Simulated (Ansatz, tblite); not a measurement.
**SbMe2H (C₂H₇Sb): a ladder of methods and basis sets**

How do method and basis change the picture of SbMe2H (C₂H₇Sb) (singlet)?

Computed with Ansatz 0.2.0, Gaussian basis. Level: as each input shows.

Levels to be run: GFN1-xTB, GFN2-xTB, PBE-D4/def2-TZVP, r2SCAN-D4/def2-TZVP, B2PLYP/def2-TZVP, r2SCAN0-D4/def2-TZVP, B97M-V/def2-TZVP, PBE-D4/def2-SVP, PBE0-D4/def2-SVP, CCSD(T)/def2-TZVP, RPA/def2-TZVP.

2 further runs of the same task are left out: 2 set aside as unsound or not needed.

### Step 1. The relaxed structure

The singlet was relaxed beforehand with PBE0-D4/def2-SVP.

10 atoms, charge 0, spin multiplicity 1.

Bond lengths: C1–Sb3 2.174 Å, C1–H4 1.099 Å, C1–H5 1.098 Å, C1–H6 1.099 Å, C2–Sb3 2.174 Å, C2–H7 1.099 Å, C2–H8 1.098 Å, C2–H9 1.099 Å, Sb3–H10 1.722 Å. Angles: Sb3–C1–H4 108.9°, Sb3–C1–H5 110.8°, Sb3–C1–H6 109.6°, H4–C1–H5 109.4°, H4–C1–H6 108.6°, H5–C1–H6 109.4°, Sb3–C2–H7 109.6°, Sb3–C2–H8 110.8°, Sb3–C2–H9 108.9°, H7–C2–H8 109.4°, H7–C2–H9 108.6°, H8–C2–H9 109.4°, C1–Sb3–C2 94.8°, C1–Sb3–H10 93.4°, C2–Sb3–H10 93.4°.

Sb takes a core potential in the def2 sets. No spin-orbit coupling is included.

PBE0-D4/def2-TZVP was run before; its log isn't repeated, and its numbers join the tables.

### Step 2. GFN1-xTB

Tight binding, by tblite at 300 K electronic temperature and without a spin-polarisation term:

```python
tblite.interface.Calculator('GFN1-xTB', numbers, positions, charge=0, uhf=0).singlepoint()
```

Energy -285.6592 eV, HOMO -11.18 eV, LUMO -5.51 eV; 0.003 s.

### Step 3. GFN2-xTB

Tight binding, by tblite at 300 K electronic temperature and without a spin-polarisation term:

```python
tblite.interface.Calculator('GFN2-xTB', numbers, positions, charge=0, uhf=0).singlepoint()
```

Energy -272.8838 eV, HOMO -10.00 eV, LUMO -5.25 eV; 0.002 s.

### Step 4. PBE-D4/def2-TZVP

start.molden holds the orbitals of an earlier run on this state, given as this run's starting guess.

Input file in.yaml:

```yaml
crystal:
  periodic: [false, false, false]
  atoms:
    - {symbol: C, position_ang: [1.499199, -0.605191, -0.022714]}
    - {symbol: C, position_ang: [-1.267790, 1.003224, -0.017451]}
    - {symbol: Sb, position_ang: [-0.349140, -0.604389, 1.122220]}
    - {symbol: H, position_ang: [2.097861, 0.270808, 0.265469]}
    - {symbol: H, position_ang: [1.290185, -0.566081, -1.100423]}
    - {symbol: H, position_ang: [2.074621, -1.513521, 0.205393]}
    - {symbol: H, position_ang: [-2.343161, 1.046422, 0.206002]}
    - {symbol: H, position_ang: [-1.124631, 0.848089, -1.095476]}
    - {symbol: H, position_ang: [-0.809488, 1.957775, 0.278499]}
    - {symbol: H, position_ang: [-1.067656, -1.837146, 0.158481]}
basis:
  gaussian: {orbitals: def2-TZVP, initial_orbitals: start.molden}
hamiltonian: {xc: pbe, dispersion: d4}
scf: {omitted_lower_state_checks: [starts]}
output: {forces: true, orbitals: {seedname: orbitals}}
```

The run is started by

```console
$ ansatz run in.yaml --threads 2 --pin off --events-out ev --progress --plain --max-ram 4352MiB
```

The runs that follow: r2SCAN-D4/def2-TZVP; B2PLYP/def2-TZVP; r2SCAN0-D4/def2-TZVP; B97M-V/def2-TZVP; PBE-D4/def2-SVP; PBE0-D4/def2-SVP; CCSD(T)/def2-TZVP; RPA/def2-TZVP.

Before running them: what should the planned runs give, taken together? Wanted: gap in def2-TZVP, named functionals, smallest and largest; correlation energy, CCSD(T)/def2-TZVP; binding an atom, CCSD(T)/def2-TZVP; PBE0 total energy, smallest basis above largest.

The runs gave:

| quantity | value |
| --- | --- |
| gap in def2-TZVP, named functionals, smallest and largest | 4.95 eV (PBE-D4), 7.03 eV (r2SCAN0-D4) |
| correlation energy, CCSD(T)/def2-TZVP | -20.58 eV |
| binding an atom, CCSD(T)/def2-TZVP | 3.313 eV |
| PBE0 total energy, smallest basis above largest | 2.69 eV (def2-SVP, def2-TZVP) |

In words: Over the named functionals in def2-TZVP the gap runs from 4.95 eV (PBE-D4) to 7.03 eV (r2SCAN0-D4); exact exchange widens it. The functionals in def2-TZVP miss CCSD(T)/def2-TZVP by +0.085 (r2SCAN0-D4) to +0.169 eV (PBE-D4) an atom. CCSD(T)/def2-TZVP isn't at the basis-set limit; small misses against it rank nothing.
